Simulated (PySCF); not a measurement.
# C7H6N2Se2: excited states, first hyperpolarisability

Aim: compute the excited states, first hyperpolarisability of C7H6N2Se2 (`C[Se]c1ccc2n[se]nc2c1`).

Programs: PySCF 2.14.0, with routines of our own; each step states its level. All values are computed. Atoms count from 0.

### 1 The system as given

17 atoms, charge 0, multiplicity 1; geometry from: GFN2-xTB.

### 2 Optimising the geometry at PBE0-D3(BJ)/def2-SVP

The job: settings as JSON, then the geometry in Å.

```
{"job": {"xc": "PBE0", "basis": "def2-SVP", "d3": "d3bj", "grid": 2, "kind": "geom"}, "charge": 0, "multiplicity": 1}
C     -3.180037    -0.699314    -0.442568
Se    -2.324947     1.044354    -0.602358
C     -0.509962     0.623706    -0.205135
C      0.385440     1.727970    -0.238230
C      1.710665     1.582953     0.026264
C      2.201756     0.296488     0.341726
N      3.461085    -0.005638     0.623894
Se     3.573446    -1.724021     0.945786
N      1.859630    -1.986815     0.680768
C      1.291827    -0.824601     0.374340
C     -0.074719    -0.638076     0.094813
H     -3.057339    -1.075907     0.570001
H     -4.235385    -0.547646    -0.654805
H     -2.751463    -1.384377    -1.170079
H     -0.022157     2.700405    -0.481649
H      2.394034     2.416649     0.000485
H     -0.728871    -1.494101     0.126837
```

Run with:

```console
$ OMP_NUM_THREADS=1 python excited_run.py task.json out
```

The driver reads the jobs from task.json and runs them one after another.

Standard output:

```text
step   0  E = -5181.08549858  max force = 0.021463
step   1  E = -5181.08885403  max force = 0.004060
step   2  E = -5181.08893127  max force = 0.003437
step   3  E = -5181.08899493  max force = 0.000586
step   4  E = -5181.08899664  max force = 0.000443
optimisation converged
```

Run time: 2.7 min. Hardware: 1 thread of Arm Neoverse V2, shared host; peak memory 1.1 GiB.

The steps of the relaxation:

```tsv
step	energy from step 0 (eV)	largest force component (eV/Å)
0	0.0000	1.1037
1	-0.0913	0.2088
2	-0.0934	0.1767
3	-0.0951	0.0301
4	-0.0952	0.0228
```

Distances of close pairs at the start and the end, largest changes first:

```tsv
bond	before (Å)	after (Å)	change (Å)
N6–Se7	1.752	1.780	+0.028
Se7–N8	1.754	1.781	+0.027
C9–C10	1.407	1.428	+0.021
C2–C3	1.422	1.442	+0.020
C4–C5	1.413	1.431	+0.018
C5–C9	1.444	1.461	+0.017
C0–Se1	1.949	1.932	-0.017
C4–H15	1.078	1.091	+0.013
```

The end geometry stands in the next job.

```tsv
at the end point	value
point group (found at 0.08 Å tolerance)	Cs
rotational constants (GHz, main isotopes)	2.118, 0.232, 0.209
dipole moment (D)	1.58
```

### 3 Excited states: TDA CAM-B3LYP/def2-SVPD

The job: settings as JSON, then the geometry in Å.

```
{"job": {"kind": "states", "xc": "CAM-B3LYP", "basis": "def2-SVPD", "tda": true, "soc": true, "nstates": 6, "ntriplets": 5, "nquad": 4}, "charge": 0, "multiplicity": 1}
C     -3.130293    -0.624827    -0.666523
Se    -2.323339     1.122601    -0.830620
C     -0.522965     0.685179    -0.440800
C      0.389692     1.801453    -0.474317
C      1.719103     1.654594    -0.216473
C      2.228150     0.354363     0.097222
N      3.493307     0.086243     0.364730
Se     3.585423    -1.662679     0.682522
N      1.846733    -1.950888     0.427839
C      1.306760    -0.779418     0.131663
C     -0.079997    -0.578136    -0.145251
H     -3.007486    -1.016175     0.352462
H     -4.199612    -0.488519    -0.875685
H     -2.703622    -1.321394    -1.400920
H     -0.005674     2.792368    -0.714836
H      2.407487     2.500526    -0.242330
H     -0.736952    -1.446504    -0.110014
```

With the program's defaults for keys left out, this is: TDA CAM-B3LYP/def2-SVPD excited states, vertical, gas phase, spin-orbit mean-field couplings.

Standard output:

```text
coarse grid: 76000 points
cycle   1  E = -5182.0771177572  dE =  4.271e-01  |g| = 4.670e-01  |ddm| = 1.074e+01
cycle   2  E = -5182.0942576811  dE = -1.714e-02  |g| = 4.474e-01  |ddm| = 2.906e+00
cycle   3  E = -5182.1286785930  dE = -3.442e-02  |g| = 8.935e-02  |ddm| = 1.517e+00
cycle   4  E = -5182.1300795998  dE = -1.401e-03  |g| = 4.876e-02  |ddm| = 3.836e-01
cycle   5  E = -5182.1306237008  dE = -5.441e-04  |g| = 1.870e-02  |ddm| = 1.608e-01
cycle   6  E = -5182.1307028278  dE = -7.913e-05  |g| = 7.478e-03  |ddm| = 5.362e-02
cycle   7  E = -5182.1307190058  dE = -1.618e-05  |g| = 2.070e-03  |ddm| = 2.416e-02
cycle   8  E = -5182.1307214769  dE = -2.471e-06  |g| = 1.177e-03  |ddm| = 8.718e-03
final grid: 158824 points
cycle   9  E = -5182.1306888301  dE = -1.106e-07  |g| = 1.539e-03  |ddm| = 1.215e-02
cycle  10  E = -5182.1306879866  dE =  8.435e-07  |g| = 2.475e-03  |ddm| = 9.615e-03
cycle  11  E = -5182.1306895555  dE = -1.569e-06  |g| = 2.892e-04  |ddm| = 5.951e-03
cycle  12  E = -5182.1306895794  dE = -2.388e-08  |g| = 1.010e-04  |ddm| = 7.803e-04
cycle  13  E = -5182.1306895909  dE = -1.153e-08  |g| = 6.446e-05  |ddm| = 6.433e-04
cycle  14  E = -5182.1306895924  dE = -1.491e-09  |g| = 1.530e-05  |ddm| = 2.565e-04
cycle  15  E = -5182.1306895924  dE = -5.821e-11  |g| = 3.158e-06  |ddm| = 5.199e-05
converged SCF energy = -5182.1306895924

Singlet excitations
state   eV       nm        f     d(h-e)  d(exc)  Lambda  PR(NTO)  |dmu|/D   mu/D   main configurations
  1   3.6584   338.9   0.24906   2.348   4.290   0.668   1.108    6.301    7.870   H->L 0.92
  2   4.3455   285.3   0.27793   0.615   3.482   0.819   1.245    1.723    2.964   H-1->L 0.87
  3   4.5226   274.1   0.00000   0.542   2.917   0.494   1.025    1.413    1.003   H-3->L 0.93
  4   4.7939   258.6   0.00019   0.895   3.325   0.401   1.019    3.841    2.417   H->L+2 0.66, H->L+1 0.08
  5   4.9745   249.2   0.00005   0.210   3.054   0.556   1.056                     H-4->L 0.89
  6   5.0946   243.4   0.03790   1.402   3.918   0.712   1.260                     H-2->L 0.87

Triplet excitations (Tamm-Dancoff)
state   eV     d(h-e)  d(exc)  Lambda  PR(NTO)   main configurations
  1   2.3106   0.962   3.509   0.704   1.089   H->L 0.69, H-1->L 0.15, H-2->L 0.09
  2   2.7981   0.229   3.345   0.817   1.069   H-1->L 0.77, H->L 0.13
  3   3.8775   0.438   2.766   0.490   1.051   H-3->L 0.87
  4   3.9766   1.130   3.403   0.698   1.679   H-2->L 0.53, H->L+5 0.15
  5   4.3236   0.332   2.805   0.752   2.079   H-6->L 0.37, H-1->L+5 0.33, H-2->L 0.09
S1 - T1 = 1.3478 eV

Spin-orbit couplings |<S|Hso|T>| (cm-1)
             T1       T2       T3       T4       T5
S0        2.293    0.339  203.780    3.655    1.751
S1        0.348    0.085  105.674    0.410    0.244
S2        0.248    0.471  168.014    0.488    0.274
S3       77.492  175.752    3.789  111.585   58.377
S4       93.567   46.288    2.621   57.946   18.036
S5      153.644  279.356  134.747  102.895   57.581
S6        0.524    0.760  183.753    0.136    0.419
T1 sublevels (cm-1): 0.000 0.961 1.190   radiative rates (1/s): 0.00515 13.5 2.06
```

Run time: 2.8 min. Hardware: 1 thread of Arm Neoverse V2, shared host; peak memory 1.5 GiB.

From this job:

```tsv
quantity	value
S1 less T1	1.35 eV
```

Orbitals, density, ELF and potential are computed afterwards from the orbital file.

Frontier orbitals at CAM-B3LYP/def2-SVPD, with the share of their density that lies nearest to each atom:

```tsv
orbital	energy (eV)	lies on
HOMO	-7.35	Se1 48 %; C10 13 %; Se7 9 %
LUMO	-1.62	Se7 20 %; N6, N8 about 17 % each; C2, C3, C4 about 8 % each
```

ELF in a plane through or near 15 of the atoms.

Ten even steps from '0' (0.00) to '9' (1.00):
```
0000000000000000000000000000
0000000000000000000000000000
0000011000121000000000000000
0000377411587200000000000000
0002698533898400000000000000
0002672527488103400000000000
0000343617374039910000000000
0000024431624579910331100000
0000377564816438702645784000
0003797384764456104298999000
0003799664410586426849999000
0000464039733722822453785000
0000000262883686644240000000
0000002999571450332571000000
0000004999328990178861000000
0000000783029991024420000000
0000000010008990001100000000
0000000000000200000000000000
0000000000000000000000000000
0000000000000000000000000000
```
The map spans 13.8 Å across and 10.7 Å up, centred on the molecule. Atoms in the plane (x, y in Å): C0 (3.2, 0.3), Se1 (2.2, -1.4), C2 (0.5, -0.7), C3 (-0.6, -1.7), C4 (-1.9, -1.4), C5 (-2.3, 0.0), N6 (-3.5, 0.4), Se7 (-3.4, 2.2), N8 (-1.6, 2.3), C9 (-1.2, 1.0), C10 (0.2, 0.6), H12 (4.3, 0.0), H14 (-0.3, -2.8), H15 (-2.7, -2.1), H16 (0.9, 1.4).

On the surface of density 0.002 e/bohr³ the electrostatic potential runs, from the 1st to the 99th percentile, from -1.33 V near N6 to 1.15 V near Se7.

### 4 Excited states: TDDFT CAM-B3LYP/def2-SVPD

Settings changed since step 3:

```diff
@@ -1,2 +1,2 @@
-{"job": {"kind": "states", "xc": "CAM-B3LYP", "basis": "def2-SVPD", "tda": true, "soc": true, "nstates": 6, "ntriplets": 5, "nquad": 4}, "charge": 0, "multiplicity": 1}
+{"job": {"kind": "states", "xc": "CAM-B3LYP", "basis": "def2-SVPD", "tpa": true, "nstates": 8, "nquad": 6, "ntriplets": 0}, "charge": 0, "multiplicity": 1}
 C     -3.130293    -0.624827    -0.666523
```

With the program's defaults for keys left out, this is: TDDFT CAM-B3LYP/def2-SVPD excited states, vertical, gas phase, two-photon moments by quadratic response.

Standard output:

```text
coarse grid: 76000 points
cycle   1  E = -5182.0771177572  dE =  4.271e-01  |g| = 4.670e-01  |ddm| = 1.074e+01
cycle   2  E = -5182.0942576811  dE = -1.714e-02  |g| = 4.474e-01  |ddm| = 2.906e+00
cycle   3  E = -5182.1286785930  dE = -3.442e-02  |g| = 8.935e-02  |ddm| = 1.517e+00
cycle   4  E = -5182.1300795998  dE = -1.401e-03  |g| = 4.876e-02  |ddm| = 3.836e-01
cycle   5  E = -5182.1306237008  dE = -5.441e-04  |g| = 1.870e-02  |ddm| = 1.608e-01
cycle   6  E = -5182.1307028278  dE = -7.913e-05  |g| = 7.478e-03  |ddm| = 5.362e-02
cycle   7  E = -5182.1307190058  dE = -1.618e-05  |g| = 2.070e-03  |ddm| = 2.416e-02
cycle   8  E = -5182.1307214769  dE = -2.471e-06  |g| = 1.177e-03  |ddm| = 8.718e-03
final grid: 158824 points
cycle   9  E = -5182.1306888301  dE = -1.106e-07  |g| = 1.539e-03  |ddm| = 1.215e-02
cycle  10  E = -5182.1306879866  dE =  8.435e-07  |g| = 2.475e-03  |ddm| = 9.615e-03
cycle  11  E = -5182.1306895555  dE = -1.569e-06  |g| = 2.892e-04  |ddm| = 5.951e-03
cycle  12  E = -5182.1306895794  dE = -2.388e-08  |g| = 1.010e-04  |ddm| = 7.803e-04
cycle  13  E = -5182.1306895909  dE = -1.153e-08  |g| = 6.446e-05  |ddm| = 6.433e-04
cycle  14  E = -5182.1306895924  dE = -1.491e-09  |g| = 1.530e-05  |ddm| = 2.565e-04
cycle  15  E = -5182.1306895924  dE = -5.821e-11  |g| = 3.158e-06  |ddm| = 5.199e-05
converged SCF energy = -5182.1306895924

Singlet excitations
state   eV       nm        f     d(h-e)  d(exc)  Lambda  PR(NTO)  |dmu|/D   mu/D   delta(TPA)   sigma/GM   main configurations
  1   3.4802   356.3   0.17621   2.139   4.174   0.667   1.148    5.924    7.491     1535.82      6.815   H->L 0.92
  2   4.1370   299.7   0.23663   0.508   3.447   0.812   1.282    1.434    2.690       57.88      0.363   H-1->L 0.91
  3   4.4641   277.7   0.00000   0.546   2.923   0.495   1.025    1.413    0.989        0.78      0.006   H-3->L 0.92
  4   4.7742   259.7   0.00016   0.907   3.339   0.401   1.021    3.805    2.381       13.57      0.113   H->L+2 0.66, H->L+1 0.08
  5   4.9370   251.1   0.00000   0.220   3.052   0.556   1.053    0.688    1.132        0.10      0.001   H-4->L 0.89
  6   4.9546   250.2   0.02785   1.569   3.957   0.709   1.282    4.521    6.081     4127.53     37.120   H-2->L 0.88
  7   5.1463   240.9   0.00028   2.036   3.968   0.365   1.045                                            H->L+1 0.50, H-2->L+1 0.25, H-1->L+1 0.11
  8   5.6300   220.2   0.40107   1.230   3.696   0.595   1.211                                            H->L+3 0.80, H->L+5 0.11
```

Wall time 3.3 min (1 thread of Arm Neoverse V2, shared host); peak memory 1.6 GiB.

### 5 First hyperpolarisability: quadratic response CAM-B3LYP/def2-SVPD

Settings changed since step 4:

```diff
@@ -1,2 +1,2 @@
-{"job": {"kind": "states", "xc": "CAM-B3LYP", "basis": "def2-SVPD", "tpa": true, "nstates": 8, "nquad": 6, "ntriplets": 0}, "charge": 0, "multiplicity": 1}
+{"job": {"kind": "beta", "xc": "CAM-B3LYP", "basis": "def2-SVPD"}, "charge": 0, "multiplicity": 1}
 C     -3.130293    -0.624827    -0.666523
```

Method: quadratic response CAM-B3LYP/def2-SVPD first hyperpolarisability, Taylor convention, gas phase.

Standard output:

```text
coarse grid: 76000 points
cycle   1  E = -5182.0771177572  dE =  4.271e-01  |g| = 4.670e-01  |ddm| = 1.074e+01
cycle   2  E = -5182.0942576811  dE = -1.714e-02  |g| = 4.474e-01  |ddm| = 2.906e+00
cycle   3  E = -5182.1286785930  dE = -3.442e-02  |g| = 8.935e-02  |ddm| = 1.517e+00
cycle   4  E = -5182.1300795998  dE = -1.401e-03  |g| = 4.876e-02  |ddm| = 3.836e-01
cycle   5  E = -5182.1306237008  dE = -5.441e-04  |g| = 1.870e-02  |ddm| = 1.608e-01
cycle   6  E = -5182.1307028278  dE = -7.913e-05  |g| = 7.478e-03  |ddm| = 5.362e-02
cycle   7  E = -5182.1307190058  dE = -1.618e-05  |g| = 2.070e-03  |ddm| = 2.416e-02
cycle   8  E = -5182.1307214769  dE = -2.471e-06  |g| = 1.177e-03  |ddm| = 8.718e-03
final grid: 158824 points
cycle   9  E = -5182.1306888301  dE = -1.106e-07  |g| = 1.539e-03  |ddm| = 1.215e-02
cycle  10  E = -5182.1306879866  dE =  8.435e-07  |g| = 2.475e-03  |ddm| = 9.615e-03
cycle  11  E = -5182.1306895555  dE = -1.569e-06  |g| = 2.892e-04  |ddm| = 5.951e-03
cycle  12  E = -5182.1306895794  dE = -2.388e-08  |g| = 1.010e-04  |ddm| = 7.803e-04
cycle  13  E = -5182.1306895909  dE = -1.153e-08  |g| = 6.446e-05  |ddm| = 6.433e-04
cycle  14  E = -5182.1306895924  dE = -1.491e-09  |g| = 1.530e-05  |ddm| = 2.565e-04
cycle  15  E = -5182.1306895924  dE = -5.821e-11  |g| = 3.158e-06  |ddm| = 5.199e-05
converged SCF energy = -5182.1306895924

Lowest singlets (eV, f): 3.4802 0.1762  4.1370 0.2366  4.4641 0.0000

First hyperpolarisability (au)
process     nm      |vector|   parallel      HRS      DR
static         -     1481.55     806.87     642.89   4.331
shg       1907.0     1791.89     969.84     773.67   4.433
eope      1907.0     1574.56     855.82          -       -
shg       1064.0     3051.58    1623.68    1304.44   4.609
eope      1064.0     1817.43     983.21          -       -
```

Run time: 2.8 min. Hardware: 1 thread of Arm Neoverse V2, shared host; peak memory 1.5 GiB.

### 6 Results

| quantity | value |
| --- | --- |
| point group | Cs |
| rotational constants (main isotopes) | 2.12, 0.23, 0.21 GHz |
| S1 less T1 (step 3, TDA CAM-B3LYP/def2-SVPD) | 1.35 eV |
| surface potential, 1st and 99th percentile | -1.33 V and 1.15 V |
| β vector (step 5, quadratic response CAM-B3LYP/def2-SVPD) | static 1482, SHG 1907.0 nm 1792, SHG 1064.0 nm 3052 au |

In words: The optimisation took 4 steps and gained 0.095 eV; among the close pairs (by a distance rule), N6–Se7 changed most, from 1.752 to 1.780 Å. No frequency check was run at this level, so the end point may be a saddle. Scalar relativity is left out for the heavy atoms. In step 3, the number of triplets below S1 is 2, and the largest singlet-triplet spin-orbit coupling is S5–T2, 279.36 cm⁻¹. At CAM-B3LYP/def2-SVPD, counted by nearest atom on the grid, the HOMO lies on Se1 48 %; C10 13 %, the LUMO on Se7 20 %; N6, N8 about 17 % each. Steps that list no spin-orbit terms leave them out, which matters at and beside the heavy atoms. β grows from 1482 au (static) to 3052 au for doubling at 1064.0 nm: normal dispersion, which grows as twice the photon energy moves toward the bright states.
